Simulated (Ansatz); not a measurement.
# Al2ClHSe: the cost of one run

The runs use Ansatz 0.2.0; RKS PBE-D4/def2-TZVP.

## 1. Starting geometry

5 atoms, charge 0, spin multiplicity 1.

Atoms are counted from 1 here; the program's logs count them from 0.

Bond lengths: Cl1–Al2 2.112 Å, Al2–Al3 2.406 Å, Al2–Se4 2.367 Å, Al3–Se4 2.383 Å, Al3–H5 1.596 Å. Angles: Cl1–Al2–Al3 170.5°, Cl1–Al2–Se4 129.6°, Al3–Al2–Se4 59.9°, Al2–Al3–Se4 59.2°, Al2–Al3–H5 170.9°, Se4–Al3–H5 129.9°, Al2–Se4–Al3 60.9°.

Geometry (Å):

```mol
Al2ClHSe
  3D, bonds by distance, orders not assigned

  5  5  0  0  0  0  0  0  0  0999 V2000
   -1.3740   -2.6296    1.5039 Cl  0  0
   -0.4143   -0.9892    0.5838 Al  0  0
    0.9791    0.8038   -0.2115 Al  0  0
   -1.1757    0.4244   -1.1556 Se  0  0
    2.0706    1.9135   -0.5661 H   0  0
  1  2  8  0
  2  3  8  0
  2  4  8  0
  3  4  8  0
  3  5  8  0
M  END
```

This geometry comes from a loose relaxation at PBE in a small basis, which is not shown.

## 3. Setting up the map

- bond length Al3–H5: 15 values from 1.337 to 2.069 Å
- angle H5–Al3–Al2: 15 values from 134.5 to 179.0 °

Nothing else is relaxed (all other coordinates rigid). Energies count from the relaxed molecule at the same level. Points are written as (first, second).

(The set-up runs are not shown.)

## 4. Point (2.069 Å, 147.2°)

Input file input.yaml:

```yaml
crystal:
  periodic: [false, false, false]
  atoms:
    - { symbol: Cl, position_ang: [-1.376222, -2.623899, 1.49498] }
    - { symbol: Al, position_ang: [-0.404792, -0.988569, 0.592264] }
    - { symbol: Al, position_ang: [0.970866, 0.811162, -0.220899] }
    - { symbol: Se, position_ang: [-1.177788, 0.417095, -1.150953] }
    - { symbol: H, position_ang: [2.76849, 1.825962, -0.081281] }
basis:
  gaussian: { orbitals: def2-TZVP }
hamiltonian:
  xc: pbe
  dispersion: d4
output:
  forces: true
```

Started as:

```sh
ansatz run input.yaml --threads 1 --pin off --max-ram 2560MiB --backend cpu --events-out ev --progress --plain --runs-dir out
```

**Question.** How long does this run take on 1 thread of Arm Neoverse V2, shared host, and how much memory does it need?

About 4.8 s, with a peak of 0.2 GiB.
